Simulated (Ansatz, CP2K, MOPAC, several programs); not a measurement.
Energy against volume for antiperovskite K3ClS, at fixed shape and fractional coordinates, computed by several methods (PBE and r2SCAN, where shown, with plane waves in Ansatz); the cell shown is that of r2SCAN. It is cubic, Pm-3m (No. 221); a = 5.942 Å in the conventional setting, 41.96 Å³ an atom. Around Cl lie 12 K at 4.20 Å; around S lie 6 K at 2.97 Å; around K lie 2 S at 2.97 Å and 4 Cl at 4.20 Å. Note: simulated data, non-magnetic, for a generated structure that need not be the stable one. Energies count from each curve's lowest point; fits are third-order Birch-Murnaghan.

```cif
data_structure
_symmetry_space_group_name_H-M 'Pm-3m'
_symmetry_Int_Tables_number 221
_cell_length_a 5.9418
_cell_length_b 5.9418
_cell_length_c 5.9418
_cell_angle_alpha 90.000
_cell_angle_beta 90.000
_cell_angle_gamma 90.000
_cell_volume 209.78
loop_
_atom_site_label
_atom_site_type_symbol
_atom_site_symmetry_multiplicity
_atom_site_Wyckoff_symbol
_atom_site_fract_x
_atom_site_fract_y
_atom_site_fract_z
_atom_site_occupancy
Cl1 Cl 1 a 0.00000 0.00000 0.00000 1
S1 S 1 b 0.50000 0.50000 0.50000 1
K1 K 3 c 0.50000 0.50000 0.00000 1
```

Task: r2SCAN, on the shape of its own relaxed cell, gives
```
V (Å³/atom)  E (meV/atom)
     39.439          7.03
     40.697          1.67
     41.956          0.00
     43.215          1.46
     44.473          5.59
```
What equilibrium volume and bulk modulus follow?

Result: V₀ = 41.96 Å³ an atom and B₀ = 13 GPa.

Task: PBE/DZVP (CP2K), on the shape of the cell shown, gives
```csv
V (Å³/atom),E (meV/atom)
36.921,39.99
39.439,11.00
41.956,0.00
44.473,2.25
46.991,14.32
```
What equilibrium volume and bulk modulus follow?

Result: V₀ = 42.70 Å³ an atom and B₀ = 13 GPa.

PM7 (MOPAC), on the shape of the cell shown, as a cluster of 40 atoms at the zone centre:
```
V (Å³/atom)  E (meV/atom)
     36.921        104.05
     39.439         24.50
     41.956          0.00
     44.473          4.70
     46.991         31.27
```
The points scatter about a smooth fit, so no fit is quoted.

PBE/SZV (CP2K), on the shape of the cell shown:
```tsv
V (Å³/atom)	E (meV/atom)
36.921	69.09
39.439	25.70
41.956	4.83
44.473	0.00
46.991	6.64
```
V₀ = 44.14 Å³ an atom and B₀ = 13 GPa.

light PBE (260 eV, its own mesh), on the shape of the cell shown:

| V (Å³/atom) | E (meV/atom) |
| --- | --- |
| 38.599 | 20.41 |
| 40.278 | 6.03 |
| 41.956 | 2.38 |
| 43.634 | 0.00 |
| 45.312 | 9.82 |
| 46.991 | 13.86 |

The points scatter about a smooth fit, as a low cutoff and a light mesh can make them, so no fit is quoted.
